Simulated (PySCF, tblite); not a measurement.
# C3H14N2SSi2: geometry, infrared bands and NMR shifts

Wanted: the infrared bands and NMR shifts of C3H14N2SSi2 (`CS[Si@H](CCN)[SiH2]N`), by calculation.

Computed with tblite 0.8.0 and PySCF 2.14.0, with density-fitted response routines of our own, on a single molecule in the gas phase. Atoms are numbered from 0 throughout.

**1. The molecule as given**

22 atoms, charge 0, multiplicity 1; geometry from: force field or distance geometry start.

Bonds of the start (Å): C0–S1 1.84, S1–Si2 2.12, Si2–C3 1.87, C3–C4 1.53, C4–N5 1.46, Si2–Si6 2.25, Si6–N7 1.77, C0–H8 1.11, C0–H9 1.11, C0–H10 1.10, Si2–H11 1.48, C3–H12 1.11, C3–H13 1.08, C4–H14 1.12, C4–H15 1.12, N5–H16 1.03, N5–H17 1.03, Si6–H18 1.46, Si6–H19 1.45, N7–H20 1.03, N7–H21 1.04.

**2. Optimising the geometry with GFN2-xTB**

What the job is given:

```
{"job": {"kind": "relax", "xc": "GFN2-xTB", "basis": "xTB"}, "charge": 0, "multiplicity": 1}
C      3.368600    -1.337600     0.393200
S      2.042900    -0.811900    -0.774000
Si     0.499700     0.207300     0.261800
C     -1.146500    -0.334500    -0.429200
C     -1.729500    -1.517100     0.351500
N     -3.002700    -1.867500    -0.265200
Si     0.749500     2.403200    -0.156800
N     -0.859700     3.090300    -0.436000
H      2.913900    -1.938800     1.211000
H      3.815100    -0.453200     0.895700
H      4.111100    -1.913100    -0.173500
H      0.558600     0.042600     1.727900
H     -0.970400    -0.710100    -1.461900
H     -1.839700     0.494400    -0.487800
H     -1.031000    -2.389300     0.287900
H     -1.884000    -1.256700     1.425000
H     -3.048200    -1.649000    -1.273800
H     -3.370100    -2.788900     0.007100
H      1.463400     3.003200     0.968600
H      1.509600     2.528800    -1.380900
H     -1.217300     3.723900     0.297600
H     -0.943900     3.493400    -1.390100
```

On the command line:

```
> OMP_NUM_THREADS=1 python probes_run.py task.json out
```

This one command runs all jobs of the session in turn.

The log of the run:

```text
step      E/eV     max force
  0    -709.93004    1.327
  1    -710.11178    0.736
  2    -710.22207    0.692
  3    -710.26293    0.622
  4    -710.31606    0.432
  5    -710.33535    0.339
  6    -710.36677    0.434
  7    -710.38868    0.393
  8    -710.41744    0.418
  9    -710.43912    0.307
 10    -710.45330    0.226
 11    -710.46157    0.204
 12    -710.46744    0.179
 13    -710.47146    0.146
 14    -710.47475    0.122
 15    -710.47781    0.123
 16    -710.48126    0.186
 17    -710.48521    0.187
 18    -710.48898    0.154
 19    -710.49195    0.112
 20    -710.49452    0.133
 21    -710.49771    0.176
 22    -710.50196    0.195
 23    -710.50657    0.207
 24    -710.51064    0.159
 25    -710.51393    0.145
 26    -710.51692    0.121
 27    -710.52021    0.134
 28    -710.52332    0.108
 29    -710.52568    0.092
 30    -710.52748    0.088
 31    -710.52927    0.117
 32    -710.53103    0.122
 33    -710.53252    0.101
 34    -710.53371    0.103
 35    -710.53489    0.091
 36    -710.53641    0.081
 37    -710.53751    0.067
 38    -710.53876    0.067
 39    -710.53984    0.067
 40    -710.54092    0.069
 41    -710.54215    0.080
 42    -710.54362    0.097
 43    -710.54520    0.088
 44    -710.54669    0.099
 45    -710.54815    0.108
 46    -710.54993    0.102
 47    -710.55216    0.130
 48    -710.55464    0.138
 49    -710.55689    0.160
 50    -710.55934    0.126
 51    -710.56192    0.132
 52    -710.56581    0.130
 53    -710.56930    0.180
 54    -710.57402    0.185
 55    -710.57913    0.310
 56    -710.57912    0.351
 57    -710.58911    0.206
 58    -710.59267    0.169
 59    -710.59715    0.259
 60    -710.60042    0.190
 61    -710.60464    0.174
 62    -710.61111    0.328
 63    -710.61620    0.319
 64    -710.62080    0.247
 65    -710.62644    0.115
 66    -710.62959    0.104
 67    -710.63220    0.106
 68    -710.63382    0.136
 69    -710.63618    0.111
 70    -710.63791    0.129
 71    -710.63925    0.079
 72    -710.64018    0.093
 73    -710.64112    0.085
 74    -710.64202    0.053
 75    -710.64283    0.059
 76    -710.64348    0.061
 77    -710.64435    0.088
 78    -710.64530    0.094
 79    -710.64619    0.073
 80    -710.64683    0.047
 81    -710.64728    0.043
 82    -710.64766    0.041
 83    -710.64807    0.062
 84    -710.64849    0.047
 85    -710.64892    0.055
 86    -710.64940    0.062
 87    -710.64996    0.074
 88    -710.65055    0.071
 89    -710.65118    0.058
 90    -710.65176    0.050
 91    -710.65232    0.054
 92    -710.65291    0.052
 93    -710.65357    0.065
 94    -710.65428    0.073
 95    -710.65507    0.078
 96    -710.65590    0.097
 97    -710.65683    0.064
 98    -710.65768    0.070
 99    -710.65862    0.078
100    -710.65960    0.094
101    -710.66067    0.074
102    -710.66175    0.069
103    -710.66285    0.068
104    -710.66372    0.096
105    -710.66506    0.076
106    -710.66648    0.077
107    -710.66741    0.072
108    -710.66809    0.078
109    -710.66884    0.077
110    -710.66976    0.073
111    -710.67093    0.080
112    -710.67206    0.082
113    -710.67309    0.104
114    -710.67380    0.105
115    -710.67488    0.074
116    -710.67580    0.073
117    -710.67675    0.067
118    -710.67731    0.062
119    -710.67790    0.057
120    -710.67842    0.039
121    -710.67883    0.039
122    -710.67928    0.042
123    -710.67963    0.077
124    -710.67996    0.050
125    -710.68030    0.045
126    -710.68081    0.042
127    -710.68122    0.042
128    -710.68168    0.032
129    -710.68196    0.028
130    -710.68219    0.031
131    -710.68245    0.032
132    -710.68273    0.039
133    -710.68292    0.035
134    -710.68302    0.029
135    -710.68308    0.020
136    -710.68315    0.014
137    -710.68322    0.016
138    -710.68327    0.021
139    -710.68333    0.024
140    -710.68341    0.024
141    -710.68351    0.024
142    -710.68360    0.023
143    -710.68368    0.020
144    -710.68373    0.020
145    -710.68378    0.018
146    -710.68383    0.020
147    -710.68390    0.021
148    -710.68399    0.025
149    -710.68409    0.024
150    -710.68421    0.029
151    -710.68434    0.027
152    -710.68447    0.023
153    -710.68458    0.021
154    -710.68468    0.023
155    -710.68477    0.023
156    -710.68486    0.024
157    -710.68495    0.024
158    -710.68504    0.026
159    -710.68514    0.028
160    -710.68525    0.035
161    -710.68536    0.036
162    -710.68546    0.023
163    -710.68554    0.018
164    -710.68559    0.018
165    -710.68566    0.019
166    -710.68573    0.019
167    -710.68582    0.019
168    -710.68591    0.021
169    -710.68600    0.025
170    -710.68608    0.026
171    -710.68614    0.018
172    -710.68618    0.013
173    -710.68622    0.015
174    -710.68626    0.017
175    -710.68630    0.014
176    -710.68634    0.013
177    -710.68637    0.013
178    -710.68640    0.012
179    -710.68642    0.012
180    -710.68645    0.014
181    -710.68648    0.013
182    -710.68650    0.009
```

Run time: 6.4 s. Hardware: 1 thread of Intel Xeon at 2.50GHz, shared host; peak memory 0.18 GiB.

Along the way: (not every step is listed)

| step | energy from step 0 (eV) | largest force (eV/Å) |
| --- | --- | --- |
| 0 | 0.0000 | 1.3268 |
| 1 | -0.1817 | 0.7359 |
| 2 | -0.2920 | 0.6918 |
| 3 | -0.3329 | 0.6218 |
| 4 | -0.3860 | 0.4323 |
| 5 | -0.4053 | 0.3385 |
| 6 | -0.4367 | 0.4340 |
| 7 | -0.4586 | 0.3930 |
| 8 | -0.4874 | 0.4185 |
| 24 | -0.5806 | 0.1593 |
| 40 | -0.6109 | 0.0695 |
| 56 | -0.6491 | 0.3509 |
| 72 | -0.7101 | 0.0928 |
| 88 | -0.7205 | 0.0715 |
| 104 | -0.7337 | 0.0963 |
| 120 | -0.7484 | 0.0390 |
| 136 | -0.7531 | 0.0144 |
| 152 | -0.7544 | 0.0234 |
| 168 | -0.7559 | 0.0210 |
| 177 | -0.7563 | 0.0128 |
| 178 | -0.7564 | 0.0120 |
| 179 | -0.7564 | 0.0116 |
| 180 | -0.7564 | 0.0141 |
| 181 | -0.7564 | 0.0130 |
| 182 | -0.7565 | 0.0086 |

Close pairs (by a distance rule), those that changed most:

| bond | before (Å) | after (Å) | change (Å) |
| --- | --- | --- | --- |
| Si2–Si6 | 2.249 | 2.311 | +0.062 |
| Si6–N7 | 1.772 | 1.721 | -0.051 |
| S1–Si2 | 2.120 | 2.165 | +0.046 |
| Si2–C3 | 1.866 | 1.900 | +0.034 |
| N7–H21 | 1.039 | 1.007 | -0.032 |
| C0–H8 | 1.112 | 1.085 | -0.027 |
| N7–H20 | 1.033 | 1.007 | -0.027 |
| C0–H9 | 1.111 | 1.086 | -0.025 |

The end geometry stands in the next job.

**3. Harmonic vibrations with GFN2-xTB**

What the job is given:

```
{"job": {"kind": "ir", "xc": "GFN2-xTB", "basis": "xTB"}, "charge": 0, "multiplicity": 1}
C      3.213490    -0.768275     0.453647
S      1.623876    -1.492292    -0.051907
Si     0.286771     0.139284     0.437261
C     -1.379254    -0.377229    -0.316719
C     -1.827499    -1.770460     0.107207
N     -3.145601    -2.057294    -0.439393
Si     1.084954     2.162332    -0.344500
N     -0.287409     3.200470    -0.306691
H      3.168078    -0.483350     1.500032
H      3.435634     0.095322    -0.165879
H      3.967411    -1.535177     0.310092
H      0.162972     0.066255     1.907744
H     -1.313479    -0.347464    -1.406575
H     -2.149377     0.339580    -0.032662
H     -1.058300    -2.498953    -0.199831
H     -1.910931    -1.815564     1.196957
H     -3.106443    -2.056564    -1.454155
H     -3.456848    -2.976731    -0.144615
H      2.233247     2.640614     0.456806
H      1.534338     2.209903    -1.739866
H     -0.883019     3.210531     0.504790
H     -0.203021     4.134446    -0.673377
```

The log of the run:

```text
mode    cm-1     km/mol
  1      29.8      0.95
  2      38.6      4.20
  3      49.6      0.54
  4      66.2      0.61
  5      82.4      6.26
  6      99.8      3.59
  7     130.2      0.31
  8     153.0      0.24
  9     172.6      3.03
 10     197.8      1.79
 11     217.0     17.86
 12     230.0      4.73
 13     272.8     50.79
 14     341.0     17.39
 15     427.2     31.21
 16     438.7     11.51
 17     521.8    126.29
 18     527.5     73.46
 19     584.9     49.30
 20     623.2    198.16
 21     643.3    381.13
 22     699.4     92.29
 23     727.1      1.86
 24     739.8     56.34
 25     772.5     21.47
 26     820.8     47.28
 27     835.3    321.38
 28     894.7     51.09
 29     900.9    119.20
 30     947.0      0.06
 31     956.5     25.29
 32     964.1    140.63
 33    1004.2     15.72
 34    1096.7     15.83
 35    1130.8     31.40
 36    1210.9     26.59
 37    1263.7      6.59
 38    1292.4      4.26
 39    1322.5      1.81
 40    1370.9     29.95
 41    1456.3      5.92
 42    1461.0      8.32
 43    1477.2      0.79
 44    1494.9      2.44
 45    1532.5     48.24
 46    1565.0     30.87
 47    2096.7    274.50
 48    2117.7    342.09
 49    2219.9    258.00
 50    2829.1    106.70
 51    2953.7     19.47
 52    2963.2     62.01
 53    2994.6     26.58
 54    3026.4      9.65
 55    3032.0     11.83
 56    3057.0      2.37
 57    3378.3     14.69
 58    3411.4     15.05
 59    3477.6      0.77
 60    3509.7      3.99
```

Run time: 4.2 s. Hardware: 1 thread of Intel Xeon at 2.50GHz, shared host; peak memory 0.18 GiB.

Which atoms move in the most intense modes:

| cm⁻¹ | km/mol | atoms |
| --- | --- | --- |
| 522 | 126.3 | H21 42 %, H20 30 %, N7 17 % |
| 623 | 198.2 | H11 75 % |
| 643 | 381.1 | H11 80 % |
| 835 | 321.4 | H18 28 %, H19 23 %, H21 17 %, H20 16 % |
| 964 | 140.6 | H17 26 %, H13 20 % |
| 2097 | 274.5 | H18 89 % |
| 2118 | 342.1 | H11 90 % |
| 2220 | 258.0 | H19 95 % |

**4. NMR shieldings: PBE0/pcSseg-1**

The job, as its differences from that of step 3:

```diff
@@ -1,2 +1,2 @@
-{"job": {"kind": "ir", "xc": "GFN2-xTB", "basis": "xTB"}, "charge": 0, "multiplicity": 1}
+{"job": {"kind": "nmr", "xc": "PBE0", "basis": "pcSseg-1"}, "charge": 0, "multiplicity": 1}
 C      3.213490    -0.768275     0.453647
```

With the program's defaults for keys left out, this is: GIAO PBE0/pcSseg-1 NMR shielding, non-relativistic, gas phase.

The log of the run:

```text
coarse grid: 18936 points
cycle   1  E = -1208.6171956832  dE =  5.344e-01  |g| = 5.956e-01  |ddm| = 4.136e+00
cycle   2  E = -1208.5659350005  dE =  5.126e-02  |g| = 7.680e-01  |ddm| = 1.348e+00
cycle   3  E = -1208.7008258000  dE = -1.349e-01  |g| = 6.526e-02  |ddm| = 8.249e-01
cycle   4  E = -1208.7016962494  dE = -8.704e-04  |g| = 2.898e-02  |ddm| = 1.035e-01
cycle   5  E = -1208.7018831184  dE = -1.869e-04  |g| = 6.606e-03  |ddm| = 3.620e-02
cycle   6  E = -1208.7018927373  dE = -9.619e-06  |g| = 2.064e-03  |ddm| = 9.076e-03
final grid: 166416 points
cycle   7  E = -1208.7441283241  dE = -3.110e-05  |g| = 1.133e-02  |ddm| = 2.873e-02
cycle   8  E = -1208.7441075787  dE =  2.075e-05  |g| = 1.471e-02  |ddm| = 2.276e-02
cycle   9  E = -1208.7441585350  dE = -5.096e-05  |g| = 6.637e-04  |ddm| = 1.317e-02
cycle  10  E = -1208.7441586141  dE = -7.917e-08  |g| = 2.761e-04  |ddm| = 8.790e-04
cycle  11  E = -1208.7441586303  dE = -1.614e-08  |g| = 5.105e-05  |ddm| = 2.682e-04
cycle  12  E = -1208.7441586309  dE = -5.789e-10  |g| = 1.579e-05  |ddm| = 7.322e-05
converged SCF energy = -1208.7441586309

GIAO shielding tensors (ppm)
atom      isotropic    diamagn.    paramagn.     s11        s22        s33       span
  0 C      172.519     252.223     -79.705    163.048    165.966    188.541     25.493
  1 S      718.303    1061.351    -343.048    603.362    638.149    913.398    310.036
  2 Si     369.078     882.977    -513.899    332.172    366.974    408.088     75.916
  3 C      167.615     255.385     -87.771    154.662    165.272    182.910     28.248
  4 C      141.936     247.188    -105.251    125.595    133.674    166.540     40.945
  5 N      222.544     310.481     -87.938    179.411    231.246    256.973     77.562
  6 Si     404.215     880.451    -476.235    362.623    372.518    477.504    114.881
  7 N      273.500     315.968     -42.468    232.292    268.553    319.654     87.362
  8 H       29.818      30.588      -0.770     24.448     27.617     37.390     12.942
  9 H       29.958      30.955      -0.997     23.755     29.100     37.019     13.264
 10 H       29.749      28.974       0.774     23.713     26.778     38.755     15.042
 11 H       26.568      31.797      -5.229     23.501     24.857     31.346      7.845
 12 H       30.731      34.827      -4.095     26.525     30.647     35.022      8.497
 13 H       30.386      33.545      -3.159     25.217     30.111     35.831     10.614
 14 H       28.394      32.757      -4.363     20.500     30.088     34.593     14.093
 15 H       29.026      31.363      -2.337     23.484     30.632     32.961      9.477
 16 H       31.521      29.898       1.622     24.551     30.484     39.526     14.975
 17 H       30.709      27.484       3.225     22.916     27.418     41.795     18.879
 18 H       26.417      29.658      -3.241     21.636     26.353     31.262      9.626
 19 H       26.746      30.162      -3.417     23.685     25.933     30.619      6.933
 20 H       32.258      32.405      -0.148     24.309     29.758     42.705     18.396
 21 H       31.790      28.124       3.667     23.172     27.301     44.897     21.725
```

It took 2.1 min on 1 thread of Intel Xeon at 2.50GHz, shared host; peak memory 1 GiB.

The references, computed at this level on geometries of the same kind, shield at (ppm): 1H TMS 31.72, 13C TMS 186.9, 29Si TMS 349.2, 15N NH3 267.7, 33S CS2 504. Their shielding less the atom's gives the shift. The references are single molecules in the gas phase, so shifts against H2O, NH3, PH3, H3PO4 or CFCl3 are not on the usual liquid scales and can be off by tens of ppm. Atoms listed in one row are averaged.

| atoms | environment | σ (ppm) | δ (ppm) | δ scaled to CDCl3 |
| --- | --- | --- | --- | --- |
| C4 | sp3 CH2 bonded to N | 141.9 | 45.0 | 42.0 |
| C3 | sp3 CH2 bonded to Si | 167.6 | 19.3 | 16.9 |
| C0 | methyl carbon bonded to S | 172.5 | 14.4 | 7.7 |
| H18 | hydrogen on a silicon bonded to N, Si | 26.42 | 5.30 | – |
| H11 | hydrogen on a silicon bonded to C, S, Si | 26.57 | 5.15 | – |
| H19 | hydrogen on a silicon bonded to N, Si | 26.75 | 4.97 | – |
| H14 | hydrogen on an sp3 CH2 bonded to N | 28.39 | 3.32 | 3.24 |
| H15 | hydrogen on an sp3 CH2 bonded to N | 29.03 | 2.69 | 2.64 |
| H8, H9, H10 | hydrogen on a methyl carbon bonded to S | 29.84 | 1.88 | 1.87 |
| H13 | hydrogen on an sp3 CH2 bonded to Si | 30.39 | 1.33 | 1.36 |
| H12 | hydrogen on an sp3 CH2 bonded to Si | 30.73 | 0.99 | 1.03 |
| H16, H17 | hydrogen on an amine nitrogen | 31.12 | 0.60 | – |
| H20, H21 | hydrogen on a nitrogen bonded to Si | 32.02 | -0.31 | – |
| S1 | sulfur bonded to C, Si | 718 | -215 | – |
| Si2 | silicon bonded to C, S, Si, H | 369.1 | -19.9 | – |
| Si6 | silicon bonded to N, Si, 2 H | 404.2 | -55.1 | – |
| N5 | amine nitrogen | 222.5 | 45.2 | – |
| N7 | nitrogen bonded to Si, 2 H | 273.5 | -5.8 | – |

The scaled column applies a straight-line fit of computed shieldings to shifts measured in CDCl3, with any fitted terms for Cl, Br or S neighbours (root-mean-square error 0.16 ppm for H, 1.9 ppm for C).

The run also stored atomic charges by several schemes (e):

| atoms | Mulliken | IAO | Hirshfeld | ESP fit |
| --- | --- | --- | --- | --- |
| C0 | -0.40 | -0.50 | -0.12 | -0.34 |
| S1 | -0.33 | -0.19 | -0.11 | -0.28 |
| Si2 | 0.38 | 0.52 | 0.25 | -0.03 |
| C3 | -0.54 | -0.52 | -0.16 | -0.14 |
| C4 | -0.07 | -0.13 | -0.03 | 0.37 |
| N5 | -0.45 | -0.58 | -0.24 | -1.03 |
| Si6 | 0.49 | 0.61 | 0.27 | 0.77 |
| N7 | -0.63 | -0.84 | -0.32 | -1.15 |

Mayer bond orders: C0–S1 1.00, S1–Si2 0.95, Si2–C3 0.91, C3–C4 1.03, C4–N5 1.02, Si2–Si6 0.89, Si6–N7 1.05.

**5. Outcome**

```
                                                              quantity                                                            value
                             strongest single infrared mode (GFN2-xTB)                                             643 cm⁻¹, 381 km/mol
                                          zero-point energy (GFN2-xTB)                                                   107.0 kcal/mol
                                13C shifts against TMS (PBE0/pcSseg-1)                                             45.0, 19.3, 14.4 ppm
1H shifts against TMS (PBE0/pcSseg-1, means over atoms taken as alike)  5.30, 5.15, 4.97, 3.32, 2.69, 1.88, 1.33, 0.99, 0.60, -0.31 ppm
                                33S shifts against CS2 (PBE0/pcSseg-1)                                                         -215 ppm
                               29Si shifts against TMS (PBE0/pcSseg-1)                                                 -19.9, -55.1 ppm
                                15N shifts against NH3 (PBE0/pcSseg-1)                                                   45.2, -5.8 ppm
```

In words: Relaxing lowered the energy by 0.756 eV in 182 steps; the close pair that moved most is Si2–Si6, from 2.249 to 2.311 Å. No mode is imaginary among the 60: a minimum at this level. The strongest single mode, at 643 cm⁻¹, moves mainly H11. Unscaled tight-binding wavenumbers are off by several per cent, some by more. Its intensities can rank the bands wrongly. C4 (sp3 CH2 bonded to N) lies farthest downfield among carbon, at 45.0 ppm; deshielded by the electronegative neighbour. At PBE0/pcSseg-1: The widest tensor belongs to S1: span 310 ppm, with a paramagnetic part of -343 ppm.
